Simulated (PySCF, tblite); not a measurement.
# C₆H₇S radical: geometry, infrared bands and EPR parameters

Aim: predict the infrared bands and EPR parameters of C₆H₇S radical (`C=CS[CH]C#CC`).

Computed with tblite 0.8.0 and PySCF 2.14.0, with density-fitted response routines of our own, on a single molecule in the gas phase. Atoms count from 0, in the outputs and in this text.

## 1. The molecule as given

14 atoms, charge 0, multiplicity 2; geometry from: force field or distance geometry start.

Bonds of the start (Å): C0–C1 1.31, C1–S2 1.79, S2–C3 1.78, C3–C4 1.46, C4–C5 1.20, C5–C6 1.47, C0–H7 1.09, C0–H8 1.10, C1–H9 1.09, C3–H10 1.11, C6–H11 1.09, C6–H12 1.10, C6–H13 1.13.

## 2. Optimising the geometry with GFN2-xTB

What the job is given:

```
{"job": {"kind": "relax", "xc": "GFN2-xTB", "basis": "xTB"}, "charge": 0, "multiplicity": 2}
C     -2.509300     1.453800     0.503500
C     -1.633800     0.475900     0.557000
S     -2.082700    -1.110700    -0.132500
C     -0.658000    -2.043600    -0.662800
C      0.560800    -1.291700    -0.364900
C      1.547400    -0.650800    -0.148000
C      2.756700     0.136400     0.148300
H     -3.493000     1.316400     0.044900
H     -2.267500     2.444500     0.927300
H     -0.669200     0.655500     1.040400
H     -0.789500    -2.297100    -1.731700
H      2.463900     1.020300     0.715200
H      3.281100     0.420300    -0.771500
H      3.492500    -0.529500     0.692800
```

Launch:

```sh
$ OMP_NUM_THREADS=1 python probes_run.py task.json out
```

The driver reads the jobs from task.json and runs them one after another.

Standard output:

```text
step      E/eV     max force
  0    -530.08838    3.638
  1    -530.15390    5.565
  2    -530.40988    1.428
  3    -530.51251    1.573
  4    -530.59434    1.731
  5    -530.65384    0.690
  6    -530.68296    0.522
  7    -530.71689    0.554
  8    -530.73440    0.495
  9    -530.74999    0.399
 10    -530.76714    0.352
 11    -530.78094    0.358
 12    -530.79029    0.242
 13    -530.79575    0.260
 14    -530.80115    0.201
 15    -530.80803    0.238
 16    -530.81306    0.191
 17    -530.81701    0.184
 18    -530.82177    0.280
 19    -530.82902    0.345
 20    -530.83810    0.303
 21    -530.84656    0.219
 22    -530.85284    0.211
 23    -530.85861    0.243
 24    -530.86590    0.292
 25    -530.87113    0.223
 26    -530.87312    0.224
 27    -530.87448    0.089
 28    -530.87515    0.081
 29    -530.87669    0.082
 30    -530.87818    0.125
 31    -530.87968    0.113
 32    -530.88082    0.093
 33    -530.88213    0.091
 34    -530.88370    0.113
 35    -530.88526    0.132
 36    -530.88647    0.084
 37    -530.88744    0.083
 38    -530.88853    0.107
 39    -530.88992    0.147
 40    -530.89131    0.126
 41    -530.89228    0.071
 42    -530.89287    0.088
 43    -530.89326    0.078
 44    -530.89360    0.059
 45    -530.89388    0.035
 46    -530.89406    0.031
 47    -530.89416    0.028
 48    -530.89425    0.032
 49    -530.89435    0.028
 50    -530.89448    0.025
 51    -530.89461    0.028
 52    -530.89473    0.029
 53    -530.89484    0.026
 54    -530.89495    0.026
 55    -530.89508    0.030
 56    -530.89524    0.035
 57    -530.89542    0.041
 58    -530.89563    0.037
 59    -530.89584    0.030
 60    -530.89603    0.033
 61    -530.89627    0.046
 62    -530.89656    0.048
 63    -530.89683    0.035
 64    -530.89699    0.024
 65    -530.89708    0.021
 66    -530.89718    0.028
 67    -530.89737    0.039
 68    -530.89767    0.048
 69    -530.89808    0.062
 70    -530.89852    0.076
 71    -530.89899    0.076
 72    -530.89949    0.063
 73    -530.89995    0.045
 74    -530.90022    0.033
 75    -530.90035    0.030
 76    -530.90040    0.034
 77    -530.90051    0.029
 78    -530.90065    0.028
 79    -530.90081    0.027
 80    -530.90098    0.026
 81    -530.90121    0.029
 82    -530.90141    0.039
 83    -530.90158    0.037
 84    -530.90169    0.019
 85    -530.90173    0.015
 86    -530.90176    0.014
 87    -530.90179    0.013
 88    -530.90181    0.012
 89    -530.90182    0.009
```

It took 0.39 s on 1 thread of Arm Neoverse V2, shared host.

Step by step: (not every step is listed)

| step | energy from step 0 (eV) | largest force (eV/Å) |
| --- | --- | --- |
| 0 | 0.0000 | 3.6382 |
| 1 | -0.0655 | 5.5652 |
| 2 | -0.3215 | 1.4279 |
| 3 | -0.4241 | 1.5726 |
| 4 | -0.5060 | 1.7313 |
| 5 | -0.5655 | 0.6897 |
| 6 | -0.5946 | 0.5217 |
| 7 | -0.6285 | 0.5540 |
| 8 | -0.6460 | 0.4949 |
| 15 | -0.7197 | 0.2377 |
| 22 | -0.7645 | 0.2108 |
| 29 | -0.7883 | 0.0820 |
| 36 | -0.7981 | 0.0836 |
| 43 | -0.8049 | 0.0785 |
| 50 | -0.8061 | 0.0250 |
| 57 | -0.8070 | 0.0407 |
| 64 | -0.8086 | 0.0238 |
| 71 | -0.8106 | 0.0757 |
| 78 | -0.8123 | 0.0280 |
| 84 | -0.8133 | 0.0190 |
| 85 | -0.8134 | 0.0151 |
| 86 | -0.8134 | 0.0143 |
| 87 | -0.8134 | 0.0135 |
| 88 | -0.8134 | 0.0121 |
| 89 | -0.8134 | 0.0088 |

Close pairs (by a distance rule), those that changed most:

| bond | before (Å) | after (Å) | change (Å) |
| --- | --- | --- | --- |
| C3–C4 | 1.463 | 1.362 | -0.101 |
| S2–C3 | 1.784 | 1.732 | -0.052 |
| C6–H13 | 1.132 | 1.091 | -0.041 |
| C1–S2 | 1.787 | 1.750 | -0.037 |
| C3–H10 | 1.106 | 1.076 | -0.031 |
| C5–C6 | 1.473 | 1.443 | -0.031 |
| C0–H8 | 1.104 | 1.076 | -0.029 |
| C4–C5 | 1.196 | 1.218 | +0.021 |

The final coordinates are the input of the step that follows.

## 3. Vibrational analysis with GFN2-xTB

What the job is given:

```
{"job": {"kind": "ir", "xc": "GFN2-xTB", "basis": "xTB"}, "charge": 0, "multiplicity": 2}
C     -2.705114     1.447794     0.623497
C     -1.780291     0.559784     0.288282
S     -2.166342    -0.964811    -0.480165
C     -0.612804    -1.687898    -0.732850
C      0.583438    -1.110275    -0.432689
C      1.632011    -0.561549    -0.146507
C      2.906625     0.039471     0.161628
H     -3.750658     1.275787     0.434976
H     -2.439076     2.376454     1.096630
H     -0.723515     0.700168     0.458050
H     -0.667898    -2.664402    -1.180205
H      2.762410     0.939860     0.759748
H      3.432951     0.309078    -0.756602
H      3.527584    -0.659932     0.724116
```

Standard output:

```text
mode    cm-1     km/mol
  1     -21.3      0.04
  2      63.8      0.57
  3      76.5      0.15
  4      99.3      0.39
  5     192.3      2.37
  6     193.3      1.67
  7     261.6      1.11
  8     306.4      0.11
  9     356.2      1.00
 10     469.5      2.85
 11     477.4     16.47
 12     560.1      0.05
 13     702.4      4.66
 14     758.4     11.88
 15     839.5     10.62
 16     894.0     36.97
 17     974.8     25.00
 18    1012.7      9.96
 19    1013.5     11.07
 20    1024.4      9.58
 21    1164.7     15.31
 22    1222.0     14.14
 23    1347.6      0.83
 24    1380.7      4.01
 25    1396.9      2.68
 26    1448.9      5.30
 27    1453.6      7.73
 28    1628.0     68.40
 29    2242.8     80.74
 30    2965.7     28.00
 31    2981.8     39.74
 32    2997.1     26.96
 33    3072.6      1.60
 34    3105.7      7.09
 35    3111.0      1.85
 36    3140.3     20.20
```

Run time: 0.31 s. Hardware: 1 thread of Arm Neoverse V2, shared host.

The strongest bands and the atoms that carry them (share of the mass-weighted mode):

| cm⁻¹ | km/mol | atoms |
| --- | --- | --- |
| 894 | 37.0 | C3 36 %, C6 27 %, H10 11 % |
| 975 | 25.0 | H9 50 %, H7 43 % |
| 1628 | 68.4 | C0 47 %, C1 44 % |
| 2243 | 80.7 | C5 50 %, C4 48 % |
| 2966 | 28.0 | H12 79 %, H13 13 % |
| 2982 | 39.7 | H13 76 %, H12 12 % |
| 2997 | 27.0 | H11 87 % |
| 3140 | 20.2 | H7 48 %, H8 41 % |

## 4. g tensor and hyperfine couplings: B3LYP/pcH-1

The job, as its differences from that of step 3:

```diff
@@ -1,2 +1,2 @@
-{"job": {"kind": "ir", "xc": "GFN2-xTB", "basis": "xTB"}, "charge": 0, "multiplicity": 2}
+{"job": {"kind": "epr", "basis": "pcH-1"}, "charge": 0, "multiplicity": 2}
 C     -2.705114     1.447794     0.623497
```

With the program's defaults for keys left out, this is: UKS B3LYP, pcH-1 on C H S, non-relativistic, mean-field spin-orbit, GIAO.

Standard output:

```text
UKS, coarse grid
  cycle   1  E = -630.88789502  |g| = 3.37e-01
  cycle   2  E = -630.86160653  |g| = 3.89e-01
  cycle   3  E = -630.94018996  |g| = 8.39e-02
  cycle   4  E = -630.94327606  |g| = 5.20e-02
  cycle   5  E = -630.94452569  |g| = 2.20e-02
  cycle   6  E = -630.94477380  |g| = 5.48e-03
  cycle   7  E = -630.94480108  |g| = 4.20e-03
  cycle   8  E = -630.94481348  |g| = 1.60e-03
  cycle   9  E = -630.94481749  |g| = 6.20e-04
UKS, final grid
  cycle   1  E = -630.94482479  |g| = 6.90e-04
  cycle   2  E = -630.94482466  |g| = 9.88e-04
  cycle   3  E = -630.94482515  |g| = 2.07e-04
  cycle   4  E = -630.94482518  |g| = 1.25e-04
  cycle   5  E = -630.94482521  |g| = 1.10e-04
  cycle   6  E = -630.94482522  |g| = 2.22e-05
E = -630.94482522 Eh   <S^2> = 0.7649 (exact 0.7500)
g shifts (ppm)      1          2          3
  rmc          -166       -166       -166
  gc             -4         38         35
  oz_so        -107       1301       6086
  total        -277       1172       5955
hyperfine (MHz)  atom isotope    a_iso     a_fc   dipolar eigenvalues
    0   13C       8.19       8.22     -8.42     -7.99     16.40
    1   13C      -8.73      -8.71     -7.33      2.76      4.57
    2   33S       5.80       6.10    -19.76    -14.61     34.37
    3   13C      61.94      61.67    -55.16    -53.82    108.98
    4   13C     -56.28     -56.31    -17.58     -1.07     18.65
    5   13C      36.98      36.92    -36.96    -28.02     64.99
    6   13C     -16.31     -16.32     -0.91      0.31      0.59
    7    1H      -6.79      -6.79     -2.61     -0.87      3.49
    8    1H      -7.53      -7.53     -3.93     -0.49      4.43
    9    1H       1.85       1.85     -2.97     -1.14      4.11
   10    1H     -45.75     -45.83    -24.92     -1.28     26.20
   11    1H       7.25       7.25     -2.26     -1.98      4.24
   12    1H      60.53      60.53     -2.56     -1.77      4.33
   13    1H      40.96      40.96     -2.39     -1.95      4.33
```

Wall time 58 s (1 thread of Arm Neoverse V2, shared host); peak memory 0.89 GiB.

Principal g values 2.00204, 2.00349, 2.00827; g(iso) = 2.00460, against 2.00232 for a free electron.

Mean a(iso) over the nuclei that a row names, and the largest dipolar term of the row (other rows stand at the frozen geometry):

| nuclei | isotope | a(iso) (MHz) | a(iso) (G, at g = 2.0023) | largest dipolar term (MHz) |
| --- | --- | --- | --- | --- |
| C3 | 13C | 61.9 | 22.1 | 109.0 |
| C4 | 13C | -56.3 | -20.1 | 18.7 |
| H10 | 1H | -45.7 | -16.3 | 26.2 |
| C5 | 13C | 37.0 | 13.2 | 65.0 |
| H11, H12, H13 | 1H | 36.2 | 12.9 | 4.3 |
| C6 | 13C | -16.3 | -5.8 | -0.9 |
| C1 | 13C | -8.7 | -3.1 | -7.3 |
| C0 | 13C | 8.2 | 2.9 | 16.4 |
| H8 | 1H | -7.5 | -2.7 | 4.4 |
| H7 | 1H | -6.8 | -2.4 | 3.5 |
| S2 | 33S | 5.8 | 2.1 | 34.4 |
| H9 | 1H | 1.8 | 0.7 | 4.1 |

Mulliken spin populations:

C0 0.11; C1 -0.05; S2 0.13; C3 0.62; C4 -0.20; C5 0.42; C6 -0.04; H7 0.00; H8 -0.01; H9 0.00; H10 -0.03; H11 0.00; H12 0.02; H13 0.02

In first order the couplings over 0.8 MHz of 1H give 64 distinct lines over 60.9 G, if the averaged nuclei exchange fast; the same motion can average rows kept apart here too.

The fields below are evaluated on a grid from the run's orbitals.

ELF in a plane through or near 12 of the atoms.

Ten even steps from '0' (0.00) to '9' (1.00):
```
0000000000000000000000000000
0000000000000000000000000000
0000000000000000000000000000
0000000000000000000000000000
0000000000000000002662000000
0000000599600000018999200000
0000002899900000018999200000
0000002799700048404886310000
0000035336311089957219995000
0000157429766159933869998000
0000023264888601477303772000
0000000046834532444510000000
0000000036754937675662000000
0000000024435446725984000000
0000000000004996147862000000
0000000000008998002310000000
0000000000007996000000000000
0000000000000220000000000000
0000000000000000000000000000
0000000000000000000000000000
```
The map spans 13.1 Å across and 11.2 Å up, centred on the molecule. Atoms in the plane (x, y in Å): C0 (3.0, 1.0), C1 (1.9, 0.2), S2 (1.9, -1.5), C3 (0.2, -2.0), C4 (-0.8, -1.1), C5 (-1.7, -0.2), C6 (-2.8, 0.7), H7 (3.9, 0.5), H8 (2.9, 2.0), H9 (0.9, 0.6), H10 (0.1, -3.0), H11 (-2.5, 1.7).

On the surface of density 0.002 e/bohr³ the electrostatic potential runs, from the 1st to the 99th percentile, from -0.72 V near C4 to 0.98 V near H11.

The spin density lies nearest to C3 34 %; C5 24 %; S2 13 %; C4 9 % (beta excess).

## 5. Outcome

```
                                                                  quantity                 value
                                 strongest single infrared mode (GFN2-xTB)  2243 cm⁻¹, 81 km/mol
                                              zero-point energy (GFN2-xTB)         64.2 kcal/mol
                                                            g(iso) (B3LYP)               2.00460
                                                                      ⟨S²⟩    0.765 (exact 0.75)
                                        largest a(iso) (averaged by class)   13C on C3, 61.9 MHz
potential on the surface of density 0.002 e/bohr³, 1st and 99th percentile    -0.72 V and 0.98 V
```

**Reading.** Relaxing lowered the energy by 0.813 eV in 89 steps; the close pair that moved most is C3–C4, from 1.463 to 1.362 Å. The lowest mode is imaginary (21i cm⁻¹), so the xTB geometry is not a minimum: the zero-point energy counts the real modes alone, and all values at this geometry belong to a saddle point. The strongest single mode, at 2243 cm⁻¹, moves mainly C5 and C4. Unscaled tight-binding wavenumbers are off by several per cent, some by more. Its intensities can rank the bands wrongly. C3 carries the largest spin population, 0.62 e. The isotropic g lies 2.3 ppt above the free-electron value.
